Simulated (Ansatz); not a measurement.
# C2H5AlF2: the cost of one run

Program: Ansatz 0.2.0, Gaussian basis. Level of theory: the settings change from run to run. These are calculated values, not measurements.

**1. The relaxed structure**

The structure was relaxed beforehand with PBE0-D4 in a triple-zeta def2 set.

10 atoms, charge 0, spin multiplicity 1.

Atoms are counted from 1 here; the program's logs count them from 0.

Bond lengths: C1–Al2 1.941 Å, C1–H6 1.095 Å, C1–H7 1.092 Å, C1–H8 1.095 Å, Al2–C3 2.019 Å, Al2–H9 1.588 Å, C3–F4 1.381 Å, C3–F5 1.382 Å, C3–H10 1.097 Å. Angles: Al2–C1–H6 110.9°, Al2–C1–H7 112.3°, Al2–C1–H8 110.8°, H6–C1–H7 108.1°, H6–C1–H8 106.4°, H7–C1–H8 108.1°, C1–Al2–C3 118.0°, C1–Al2–H9 123.9°, C3–Al2–H9 118.1°, Al2–C3–F4 109.0°, Al2–C3–F5 108.8°, Al2–C3–H10 119.6°, F4–C3–F5 106.5°, F4–C3–H10 106.1°, F5–C3–H10 106.1°.

**2. HSE06/aug-cc-pVTZ**

This run has unrestricted orbitals, the search for lower states set to full.

Contents of in.yaml:

```yaml
crystal:
  periodic: [false, false, false]
  atoms:
    - {symbol: C, position_ang: [-1.149329, -0.976621, 0.786254]}
    - {symbol: Al, position_ang: [0.634075, -0.279121, 0.466767]}
    - {symbol: C, position_ang: [0.867935, 1.087571, -1.000540]}
    - {symbol: F, position_ang: [0.421787, 0.548175, -2.191189]}
    - {symbol: F, position_ang: [0.055188, 2.171963, -0.731838]}
    - {symbol: H, position_ang: [-1.169391, -2.065276, 0.671198]}
    - {symbol: H, position_ang: [-1.888936, -0.549808, 0.105648]}
    - {symbol: H, position_ang: [-1.471141, -0.767811, 1.811830]}
    - {symbol: H, position_ang: [1.918748, -0.717784, 1.291252]}
    - {symbol: H, position_ang: [1.864064, 1.497515, -1.206284]}
basis:
  gaussian: {orbitals: aug-cc-pVTZ}
magnetization: {spin_polarized: true, initial_magnetization: 0}
hamiltonian: {xc: {name: HSE06}}
scf: {lower_state_search: full}
output: {forces: true}
```

The run is started by

```sh
$ ansatz run in.yaml --threads 4 --pin off --events-out ev --progress --plain --max-ram 10444MiB
```

**Question.** How long does this run take on 4 threads of Arm Neoverse V1, shared host, and how much memory does it need?

About 16 s, with a peak of 1.5 GiB.
